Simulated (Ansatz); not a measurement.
# Ag+ with PH₃: superposition error and deformation

Aim: split the binding of a pair into the counterpoise interaction, the basis-set superposition error and the cost of deforming the fragments.

Computed with Ansatz 0.2.0, Gaussian basis. Level: PBE0-D4 structures, single points in def2-TZVPPD.

Levels: PBE-D4, revPBE-D4, BLYP-D4, r2SCAN-D4, B97M-V, PBE0-D4, B3LYP-D4, HSE06-D4, wB97X-V, wB97M-V, B2PLYP, Hartree-Fock, MP2, CCSD, CCSD(T).

Cores are frozen in the correlated methods. Filled d shells of the heavier atoms are correlated. Core potentials replace the inner electrons past krypton, and spin-orbit coupling is left out. B3LYP uses VWN-RPA correlation. B2PLYP carries no dispersion term here.

130 further runs of the same task are left out: 1 that didn't finish, 129 set aside as unsound or not needed.

### Step 1. The system as given

The relaxed pair: 5 atoms, charge 1, spin multiplicity 1.

Atoms are counted from 1 here; the program's logs count them from 0.

Bond lengths: Ag1–P2 2.390 Å, P2–H3 1.405 Å, P2–H4 1.405 Å, P2–H5 1.405 Å. Angles: Ag1–P2–H3 116.0°, Ag1–P2–H4 116.0°, Ag1–P2–H5 116.0°, H3–P2–H4 102.3°, H3–P2–H5 102.3°, H4–P2–H5 102.3°.

As a file:

| atom | x (Å) | y (Å) | z (Å) |
| --- | --- | --- | --- |
| Ag1 | -0.2909 | 0.4037 | -2.2261 |
| P2 | 0.0139 | -0.0193 | 0.1062 |
| H3 | -0.4245 | -1.2720 | 0.5667 |
| H4 | -0.6375 | 0.8651 | 0.9821 |
| H5 | 1.3389 | 0.0225 | 0.5711 |

Atoms 1 to 1 are fragment A (Ag+), the rest fragment B (PH₃). From earlier runs, pair energy (eV) and counterpoise interaction (kcal/mol):

| method | E(pair) | interaction |
| --- | --- | --- |
| PBE-D4 | -13327.06613 | -57.63 |
| revPBE-D4 | -13331.29433 | -53.33 |
| BLYP-D4 | -13330.24764 | -55.45 |
| r2SCAN-D4 | -13331.75007 | -56.42 |
| B97M-V | -13328.46162 | -50.20 |
| PBE0-D4 | -13327.57987 | -51.69 |
| B3LYP-D4 | -13333.41493 | -51.48 |
| HSE06-D4 | -13327.35418 | -51.67 |
| wB97X-V | -13329.08227 | -47.91 |
| wB97M-V | -13328.56784 | -46.65 |
| B2PLYP | -13325.46510 | -48.24 |
| MP2 | -13312.55405 | -47.85 |
| CCSD(T) | -13313.05090 | -43.39 |

First each fragment is run alone in its own basis, frozen in the shape it has in the pair (a, b).

### Step 2. wB97X-V/def2-TZVPPD

a/in.yaml

```yaml
crystal:
  periodic: [false, false, false]
  atoms:
    - {symbol: Ag, position_ang: [-0.290859, 0.403655, -2.226104]}
basis:
  gaussian: {orbitals: "def2-TZVPPD.json"}
total_charge: 1
hamiltonian: {xc: {name: wB97X-V}}
```

b/in.yaml

```yaml
crystal:
  periodic: [false, false, false]
  atoms:
    - {symbol: P, position_ang: [0.013879, -0.019256, 0.106210]}
    - {symbol: H, position_ang: [-0.424463, -1.271986, 0.566736]}
    - {symbol: H, position_ang: [-0.637473, 0.865126, 0.982092]}
    - {symbol: H, position_ang: [1.338917, 0.022461, 0.571066]}
basis:
  gaussian: {orbitals: "def2-TZVPPD.json"}
hamiltonian: {xc: {name: wB97X-V}}
```

The basis file named in the input lies beside it (Basis Set Exchange, JSON).

One command serves all of them, each in its own folder.

Launch:

```bash
> ansatz run in.yaml --threads 2 --pin off --events-out ev --progress --plain --max-ram 5222MiB
```

a printed:

```text
Functional definition: wB97X-V
  name "wB97X-V"
  cite "Mardirossian & Head-Gordon, Phys. Chem. Chem. Phys. 16, 9904 (2014) doi:10.1039/C3CP54374A"
  cite "Becke, J. Chem. Phys. 107, 8554 (1997) doi:10.1063/1.475007"
  cite "Vydrov & Van Voorhis, J. Chem. Phys. 133, 244103 (2010) doi:10.1063/1.3521275"
  parameter omega = 0.3/bohr
  parameter cx = 0.167
  parameter cx1 = 0.603
  parameter cx2 = 1.194
  parameter css0 = 0.556
  parameter css1 = -0.257
  parameter cos0 = 1.219
  parameter cos1 = -1.850
  parameter b = 6.0
  parameter c = 0.01
  exchange = spin_sum(e_x_unif_sr(omega)*poly(b97_u_x, 1 - cx, cx1, cx2)) + cx*exact_x_sr(omega) + exact_x_lr(omega)
  correlation = spin_sum(e_c_pw_same_spin*poly(b97_u_same, css0, css1))
      + integral(e_c_pw_opposite_spin*poly(b97_u_opposite, cos0, cos1)) + vv10(b, c)
362 factors; their error is unknown
69 factors; integrals over basis functions are off by at most 2.3e-5 eV
mean field evaluation 1: about -3982.2798 eV, gradient 8.4e1 eV
mean field evaluation 2: about -3981.8097 eV, gradient 9.2e1 eV
mean field evaluation 4: about -3990.9912 eV, gradient 3.4e-1 eV
mean field evaluation 8: about -3991.0098 eV, gradient 1.8e-4 eV
mean field -3991.00975581 eV, -146.6669033224 hartree, gradient 1.9e-5 eV, S^2 0.000000; 0 other end points of the search recorded, 0 dependent functions left out
reference -3991.00975513 eV, -146.6669032973 hartree; 9, 9 occupied and 47, 47 virtual orbitals, 362 factors
Total energy: -3991.00975513 eV, -146.6669032973 hartree
```

Log of b, shortened:

```text
[... 5 set-up lines as earlier in the session ...]
[...]
      + integral(e_c_pw_opposite_spin*poly(b97_u_opposite, cos0, cos1)) + vv10(b, c)
502 factors; their error is unknown
148 factors; integrals over basis functions are off by at most 1.9e-5 eV
[...]
mean field -9335.98931822 eV, -343.0912792836 hartree, gradient 5.2e-5 eV, S^2 0.000000; 0 other end points of the search recorded, 0 dependent functions left out
reference -9335.98931681 eV, -343.0912792318 hartree; 9, 9 occupied and 90, 90 virtual orbitals, 502 factors
Total energy: -9335.98931681 eV, -343.0912792318 hartree
```

Wall times: 1.1 s (a), 1.8 s (b) on 2 threads of Arm Neoverse V1, shared host; peak memory 0.35 GiB.

### Step 3. wB97M-V/def2-TZVPPD

The same edit goes into each in.yaml of step 2 (a, b):

```diff
-hamiltonian: {xc: {name: wB97X-V}}
+hamiltonian: {xc: {name: wB97M-V}}
```

One command serves all of them, each in its own folder.

Launch:

```bash
> ansatz run in.yaml --threads 2 --pin off --events-out ev --progress --plain --max-ram 5222MiB
```

Output in a, shortened:

```text
Functional definition: wB97M-V
  name "wB97M-V"
  cite "Mardirossian & Head-Gordon, J. Chem. Phys. 144, 214110 (2016) doi:10.1063/1.4952647"
[... 2 set-up lines as earlier in the session ...]
  # Of w^i u^j: cxij and so on, Table III.
[...]
  gx(w, u) = 1 - cx + cx01*u + cx10*w
  gss(w, u) = css00 + css04*u^4 + css10*w + css20*w^2 + css43*w^4*u^3
  gos(w, u) = cos00 + cos10*w + (cos20 + cos21*u)*w^2 + (cos60 + cos61*u)*w^6
[...]
      + integral(e_c_pw_mod_opposite_spin*gos(b97_w_opposite, b97_u_opposite)) + vv10(b, c)
357 factors; their error is unknown
69 factors; integrals over basis functions are off by at most 2.3e-5 eV
[...]
mean field -3990.02301799 eV, -146.6306413764 hartree, gradient 1.7e-5 eV, S^2 0.000000; 0 other end points of the search recorded, 0 dependent functions left out
reference -3990.02303441 eV, -146.6306419796 hartree; 9, 9 occupied and 47, 47 virtual orbitals, 357 factors
Total energy: -3990.02303441 eV, -146.6306419796 hartree
```

Output in b, shortened:

```text
[... 5 set-up lines as earlier in the session ...]
  # Of w^i u^j: cxij and so on, Table III.
[...]
  gx(w, u) = 1 - cx + cx01*u + cx10*w
  gss(w, u) = css00 + css04*u^4 + css10*w + css20*w^2 + css43*w^4*u^3
  gos(w, u) = cos00 + cos10*w + (cos20 + cos21*u)*w^2 + (cos60 + cos61*u)*w^6
[...]
      + integral(e_c_pw_mod_opposite_spin*gos(b97_w_opposite, b97_u_opposite)) + vv10(b, c)
502 factors; their error is unknown
148 factors; integrals over basis functions are off by at most 1.9e-5 eV
[...]
mean field -9336.51433208 eV, -343.1105731872 hartree, gradient 7.8e-5 eV, S^2 0.000000; 0 other end points of the search recorded, 0 dependent functions left out
reference -9336.51436650 eV, -343.1105744521 hartree; 9, 9 occupied and 90, 90 virtual orbitals, 502 factors
Total energy: -9336.51436650 eV, -343.1105744521 hartree
```

Wall times: 1.4 s (a), 1.9 s (b) on 2 threads of Arm Neoverse V1, shared host; peak memory 0.35 GiB.

### Step 4. B2PLYP/def2-TZVPPD

The same edit goes into each in.yaml of step 3 (a, b):

```diff
-hamiltonian: {xc: {name: wB97M-V}}
+hamiltonian: {xc: {name: B2PLYP}}
```

Each run has its own folder and the same command.

Launch:

```bash
> ansatz run in.yaml --threads 2 --pin off --events-out ev --progress --plain --max-ram 5222MiB
```

Log of a:

```text
Functional definition: B2PLYP
  name "B2PLYP"
  cite "Grimme, J. Chem. Phys. 124, 034108 (2006) doi:10.1063/1.2148954"
  cite "Becke, Phys. Rev. A 38, 3098 (1988) doi:10.1103/PhysRevA.38.3098"
  cite "Lee, Yang & Parr, Phys. Rev. B 37, 785 (1988) doi:10.1103/PhysRevB.37.785"
  parameter a = 0.53
  parameter c = 0.27
  exchange = (1 - a)*b88_x + a*exact_x
  correlation = (1 - c)*lyp_c + c*(mp2_os + mp2_ss)
395 factors; integrals over basis functions are off by at most 2.0e-4 eV
mean field evaluation 1: about -3975.9144 eV, gradient 8.2e1 eV
mean field evaluation 2: about -3975.9140 eV, gradient 8.2e1 eV
mean field evaluation 4: about -3984.2346 eV, gradient 8.3e-1 eV
mean field evaluation 8: about -3984.2332 eV, gradient 1.1e-2 eV
mean field -3984.23320043 eV, -146.4178695057 hartree, gradient 5.3e-6 eV, S^2 0.000000; 0 other end points of the search recorded, 0 dependent functions left out
reference -3984.23326793 eV, -146.4178719862 hartree; 9, 9 occupied and 47, 47 virtual orbitals, 395 factors
second order -18.96427897 eV of doubles, -0.00000000 eV of singles
Total energy: -3989.35362325 eV, -146.6060415735 hartree
```

b printed, shortened:

```text
[... 5 set-up lines as earlier in the session ...]
[...]
541 factors; integrals over basis functions are off by at most 8.1e-4 eV
[...]
mean field -9332.45206268 eV, -342.9612875404 hartree, gradient 1.3e-6 eV, S^2 0.000000; 0 other end points of the search recorded, 0 dependent functions left out
5 core orbitals not correlated: weight in the atoms' cores, before any rotation towards them, 1.000 or more for the frozen orbitals, at most 0.000 for the correlated occupied ones
reference -9332.45218611 eV, -342.9612920764 hartree; 4, 4 occupied and 90, 90 virtual orbitals, 541 factors
second order -5.68278435 eV of doubles, -0.00000000 eV of singles
Total energy: -9333.98653789 eV, -343.0176784641 hartree
```

Times: 0.75 s (a), 0.96 s (b) on 2 threads of Arm Neoverse V1, shared host; peak memory 0.35 GiB.

### Step 5. B97M-V/def2-TZVPPD

The same edit goes into each in.yaml of step 4 (a, b):

```diff
-hamiltonian: {xc: {name: B2PLYP}}
+hamiltonian: {xc: {name: B97M-V}}
```

Each run has its own folder and the same command.

Launch:

```bash
> ansatz run in.yaml --threads 2 --pin off --events-out ev --progress --plain --max-ram 5222MiB
```

Output in a, shortened:

```text
Functional definition: B97M-V
  name "B97M-V"
  cite "Mardirossian & Head-Gordon, J. Chem. Phys. 142, 074111 (2015) doi:10.1063/1.4907719"
[... 2 set-up lines as earlier in the session ...]
  # Of w^i u^j: cxij and so on, Table III.
[...]
  gx(w, u) = cx00 + cx01*u + cx02*u^2 + (cx10 + cx11*u)*w
  gss(w, u) = css00 + css02*u^2 + css10*w + (css32*w^3 + css42*w^4)*u^2
  gos(w, u) = cos00 + cos01*u + cos03*u^3 + cos10*w + cos32*w^3*u^2
[...]
      + integral(e_c_pw_mod_opposite_spin*gos(b97_w_opposite, b97_u_opposite)) + vv10(b, c)
344 factors; their error is unknown
[...]
mean field -3991.21138221 eV, -146.6743129561 hartree, gradient 4.7e-6 eV, S^2 0.000000; 0 other end points of the search recorded, 0 dependent functions left out
reference -3991.21140216 eV, -146.6743136891 hartree; 9, 9 occupied and 47, 47 virtual orbitals, 344 factors
Total energy: -3991.21140216 eV, -146.6743136891 hartree
```

b printed, shortened:

```text
[... 5 set-up lines as earlier in the session ...]
  # Of w^i u^j: cxij and so on, Table III.
[...]
  gx(w, u) = cx00 + cx01*u + cx02*u^2 + (cx10 + cx11*u)*w
  gss(w, u) = css00 + css02*u^2 + css10*w + (css32*w^3 + css42*w^4)*u^2
  gos(w, u) = cos00 + cos01*u + cos03*u^3 + cos10*w + cos32*w^3*u^2
[...]
      + integral(e_c_pw_mod_opposite_spin*gos(b97_w_opposite, b97_u_opposite)) + vv10(b, c)
493 factors; their error is unknown
[...]
mean field -9335.06775785 eV, -343.0574125649 hartree, gradient 1.5e-5 eV, S^2 0.000000; 0 other end points of the search recorded, 0 dependent functions left out
reference -9335.06780026 eV, -343.0574141234 hartree; 9, 9 occupied and 90, 90 virtual orbitals, 493 factors
Total energy: -9335.06780026 eV, -343.0574141234 hartree
```

They took 1.2 s (a), 2.1 s (b) on 2 threads of Arm Neoverse V1, shared host; peak memory 0.35 GiB.

### Step 6. CCSD(T)/def2-TZVPPD

The same edit goes into each in.yaml of step 5 (a, b):

```diff
-hamiltonian: {xc: {name: B97M-V}}
+correlation: {method: ccsd_t}
```

The same command starts each run, in its folder.

Launch:

```bash
> ansatz run in.yaml --threads 2 --pin off --events-out ev --progress --plain --max-ram 5222MiB
```

Log of a, shortened:

```text
Functional definition: HF
  name "HF"
  cite "Fock, Z. Phys. 61, 126 (1930) doi:10.1007/BF01340294"
  parent pbe
[...]
395 factors; integrals over basis functions are off by at most 2.0e-4 eV
[...]
mean field -3969.68647865 eV, -145.8832873401 hartree, gradient 2.5e-7 eV, S^2 0.000000; 0 other end points of the search recorded, 0 dependent functions left out
reference -3969.68647865 eV, -145.8832873401 hartree; 9, 9 occupied and 47, 47 virtual orbitals, 395 factors
second order -16.71325402 eV of doubles, -0.00000000 eV of singles
cycle   1  -15.76527841 eV  change    9.5e-1 eV  update   5.8e-2
[...]
cycle   6  -16.05026467 eV  change   -5.4e-6 eV  update   2.0e-5
perturbative correction -0.39627891 eV, -0.0145629812 hartree
Total energy: -3986.13302223 eV, -146.4876866688 hartree
```

Output in b, shortened:

```text
[... 4 set-up lines as earlier in the session ...]
[...]
541 factors; integrals over basis functions are off by at most 8.1e-4 eV
[...]
mean field -9319.37861444 eV, -342.4808471789 hartree, gradient 2.4e-6 eV, S^2 0.000000; 0 other end points of the search recorded, 0 dependent functions left out
5 core orbitals not correlated: weight in the atoms' cores, before any rotation towards them, 1.000 or more for the frozen orbitals, at most 0.000 for the correlated occupied ones
reference -9319.37861444 eV, -342.4808471789 hartree; 4, 4 occupied and 90, 90 virtual orbitals, 541 factors
second order -4.61358425 eV of doubles, -0.00000000 eV of singles
cycle   1  -5.17447222 eV  change   -5.6e-1 eV  update   5.7e-2
[...]
cycle   9  -5.38678924 eV  change    1.8e-6 eV  update   4.1e-6
perturbative correction -0.18147255 eV, -0.0066689934 hartree
Total energy: -9324.94687624 eV, -342.6854770256 hartree
```

They took 0.5 s (a), 1.1 s (b) on 2 threads of Arm Neoverse V1, shared host; peak memory 0.35 GiB.

### Step 7. Relaxing PH₃ alone

relax-b/in.yaml

```yaml
crystal:
  periodic: [false, false, false]
  atoms:
    - {symbol: P, position_ang: [0.013879, -0.019256, 0.106210]}
    - {symbol: H, position_ang: [-0.424463, -1.271986, 0.566736]}
    - {symbol: H, position_ang: [-0.637473, 0.865126, 0.982092]}
    - {symbol: H, position_ang: [1.338917, 0.022461, 0.571066]}
basis:
  gaussian: {orbitals: def2-TZVP}
hamiltonian: {xc: pbe0, dispersion: d4}
relax: {f_tol: 0.005, max_steps: 200}
```

Launch:

```bash
> ansatz run in.yaml --threads 2 --pin off --events-out ev --progress --plain --max-ram 5222MiB
```

The log of the run, shortened:

```text
Functional definition: PBE0
  name "PBE0"
  cite "Adamo & Barone, J. Chem. Phys. 110, 6158 (1999) doi:10.1063/1.478522"
  cite "Perdew, Burke & Ernzerhof, Phys. Rev. Lett. 77, 3865 (1996) doi:10.1103/PhysRevLett.77.3865"
[... 1 set-up line as earlier in the session ...]
[...]
414 factors; their error is unknown
[...]
mean field -9333.78974046 eV, -343.0104462919 hartree, gradient 2.8e-5 eV, S^2 0.000000; 0 other end points of the search recorded, 0 dependent functions left out
[...]
reference -9333.78976238 eV, -343.0104470974 hartree; 9, 9 occupied and 46, 46 virtual orbitals, 414 factors
relax step   1: F+E_penalty+E_count = -9333.81342711 eV  Δ(F+E_penalty+E_count) = +0.000e0 eV  max|allowed force component| = 1.646e0 eV/Å  Δτ_max = 0.0000 Å  (21 SCF iters, accepted)
[...]
relax step   4: F+E_penalty+E_count = -9333.96565806 eV  Δ(F+E_penalty+E_count) = -2.738e-5 eV  max|allowed force component| = 5.756e-3 eV/Å  Δτ_max = 0.0016 Å  (17 SCF iters, accepted)
[...]
relax step   5: F+E_penalty+E_count = -9333.96565943 eV  Δ(F+E_penalty+E_count) = -1.371e-6 eV  max|allowed force component| = 7.058e-6 eV/Å  Δτ_max = 0.0002 Å  (16 SCF iters, accepted)
414 factors; their error is unknown
mean field -9333.94179697 eV, -343.0160342655 hartree, gradient 1.4e-5 eV, S^2 0.000000; 1 other end points of the search recorded, 0 dependent functions left out
[...]
reference -9333.94181936 eV, -343.0160350885 hartree; 9, 9 occupied and 46, 46 virtual orbitals, 414 factors
Total energy: -9333.96568182 eV, -343.0169120179 hartree
Atom 0 at    -0.001333     0.001857    -0.010223 Å, force     0.000001    -0.000001     0.000007 eV/Å
Atom 1 at    -0.389558    -1.212988     0.613623 Å, force    -0.000000     0.000001    -0.000002 eV/Å
Atom 2 at    -0.590272     0.800747     1.005001 Å, force     0.000000     0.000000    -0.000002 eV/Å
Atom 3 at     1.272023     0.006729     0.617703 Å, force    -0.000001     0.000000    -0.000002 eV/Å
Dipole moment:     0.018515    -0.025697     0.141708 e Å
```

It took 2.2 s on 2 threads of Arm Neoverse V1, shared host; peak memory 0.35 GiB.

The steps of the relaxation:

| step | energy from step 1 (eV) | largest force component (eV/Å) |
| --- | --- | --- |
| 1 | 0.0000 | 1.6458 |
| 2 | -0.1458 | 0.4132 |
| 3 | -0.1522 | 0.0165 |
| 4 | -0.1522 | 0.0058 |
| 5 | -0.1522 | 0.0000 |

Distances of close pairs at the start and the end, largest changes first:

| bond | before (Å) | after (Å) | change (Å) |
| --- | --- | --- | --- |
| P1–H3 | 1.405 | 1.420 | +0.015 |
| P1–H4 | 1.405 | 1.420 | +0.015 |
| P1–H2 | 1.405 | 1.420 | +0.015 |

### Step 8. PBE-D4/def2-TZVPPD

free-b/in.yaml

```yaml
crystal:
  periodic: [false, false, false]
  atoms:
    - {symbol: P, position_ang: [-0.001333, 0.001857, -0.010223]}
    - {symbol: H, position_ang: [-0.389558, -1.212988, 0.613623]}
    - {symbol: H, position_ang: [-0.590272, 0.800747, 1.005001]}
    - {symbol: H, position_ang: [1.272023, 0.006729, 0.617703]}
basis:
  gaussian: {orbitals: "def2-TZVPPD.json"}
hamiltonian: {xc: pbe, dispersion: d4}
```

Launch:

```bash
> ansatz run in.yaml --threads 2 --pin off --events-out ev --progress --plain --max-ram 5222MiB
```

The log of the run:

```text
Functional definition: PBE
  name "PBE"
[... 2 set-up lines as earlier in the session ...]
  parameter kappa = 0.804
  parameter beta = 0.06672455060314922
  exchange = pbe_x(kappa = kappa, mu = beta*pi^2/3)
  correlation = pbe_c(beta = beta)
493 factors; their error is unknown
mean field evaluation 1: about -9332.1474 eV, gradient 1.6e1 eV
mean field evaluation 2: about -9332.4424 eV, gradient 1.5e1 eV
mean field evaluation 4: about -9333.0921 eV, gradient 6.0e-1 eV
mean field evaluation 8: about -9333.0741 eV, gradient 6.3e-3 eV
mean field -9333.07407039 eV, -342.9841459021 hartree, gradient 2.0e-5 eV, S^2 0.000000; 0 other end points of the search recorded, 0 dependent functions left out
reference -9333.07410113 eV, -342.9841470316 hartree; 9, 9 occupied and 90, 90 virtual orbitals, 493 factors
Total energy: -9333.10351728 eV, -342.9852280551 hartree
```

Run time: 0.51 s. Hardware: 2 threads of Arm Neoverse V1, shared host; peak memory 0.35 GiB.

### Step 9. r2SCAN-D4/def2-TZVPPD

Changes to free-b/in.yaml since step 8:

```diff
@@ -9,2 +9,2 @@
   gaussian: {orbitals: "def2-TZVPPD.json"}
-hamiltonian: {xc: pbe, dispersion: d4}
+hamiltonian: {xc: r2scan, dispersion: d4}
```

Launch:

```bash
> ansatz run in.yaml --threads 2 --pin off --events-out ev --progress --plain --max-ram 5222MiB
```

The log of the run:

```text
Functional definition: r2SCAN
  name "r2SCAN"
  cite "Furness, Kaplan, Ning, Perdew & Sun, J. Phys. Chem. Lett. 11, 8208 (2020) doi:10.1021/acs.jpclett.0c02405"
  cite "Furness, Kaplan, Ning, Perdew & Sun, J. Phys. Chem. Lett. 11, 9248 (2020) doi:10.1021/acs.jpclett.0c03077"
  parent r2scan
  parameter k0 = 0.174
  parameter k1 = 0.065
  parameter a1 = 4.9479
  exchange = r2scan_x(k0 = k0, k1 = k1, a1 = a1)
  correlation = r2scan_c
493 factors; their error is unknown
mean field evaluation 1: about -9336.1539 eV, gradient 1.4e1 eV
mean field evaluation 2: about -9336.4735 eV, gradient 1.2e1 eV
mean field evaluation 4: about -9336.8143 eV, gradient 4.0e-1 eV
mean field evaluation 8: about -9336.7939 eV, gradient 5.4e-3 eV
mean field -9336.79394772 eV, -343.1208488724 hartree, gradient 6.6e-6 eV, S^2 0.000000; 0 other end points of the search recorded, 0 dependent functions left out
reference -9336.79395604 eV, -343.1208491783 hartree; 9, 9 occupied and 90, 90 virtual orbitals, 493 factors
Total energy: -9336.80052903 eV, -343.1210907311 hartree
```

Wall time 1.2 s (2 threads of Arm Neoverse V1, shared host); peak memory 0.35 GiB.

### Step 10. PBE0-D4/def2-TZVPPD

Changes to free-b/in.yaml since step 9:

```diff
@@ -9,2 +9,3 @@
   gaussian: {orbitals: "def2-TZVPPD.json"}
-hamiltonian: {xc: r2scan, dispersion: d4}
+hamiltonian: {xc: pbe0, dispersion: d4}
+output: {orbitals: {seedname: orbitals}}
```

Launch:

```bash
> ansatz run in.yaml --threads 2 --pin off --events-out ev --progress --plain --max-ram 5222MiB
```

The log of the run, shortened:

```text
[... 5 set-up lines as earlier in the session ...]
  parameter a = 0.25
[... 2 set-up lines as earlier in the session ...]
  exchange = (1 - a)*pbe_x(kappa = kappa, mu = beta*pi^2/3) + a*exact_x
[... 1 set-up line as earlier in the session ...]
517 factors; their error is unknown
mean field evaluation 1: about -9333.5573 eV, gradient 1.1e1 eV
mean field evaluation 2: about -9333.7984 eV, gradient 8.3e0 eV
mean field evaluation 4: about -9333.9554 eV, gradient 2.7e-1 eV
mean field evaluation 8: about -9333.9714 eV, gradient 7.8e-3 eV
mean field -9333.97140271 eV, -343.0171222567 hartree, gradient 1.3e-5 eV, S^2 0.000000; 0 other end points of the search recorded, 0 dependent functions left out
reference -9333.97142572 eV, -343.0171231023 hartree; 9, 9 occupied and 90, 90 virtual orbitals, 517 factors
Total energy: -9333.99528819 eV, -343.0180000316 hartree
```

It took 0.67 s on 2 threads of Arm Neoverse V1, shared host; peak memory 0.35 GiB.

(Part 1 of 2 ends here.)
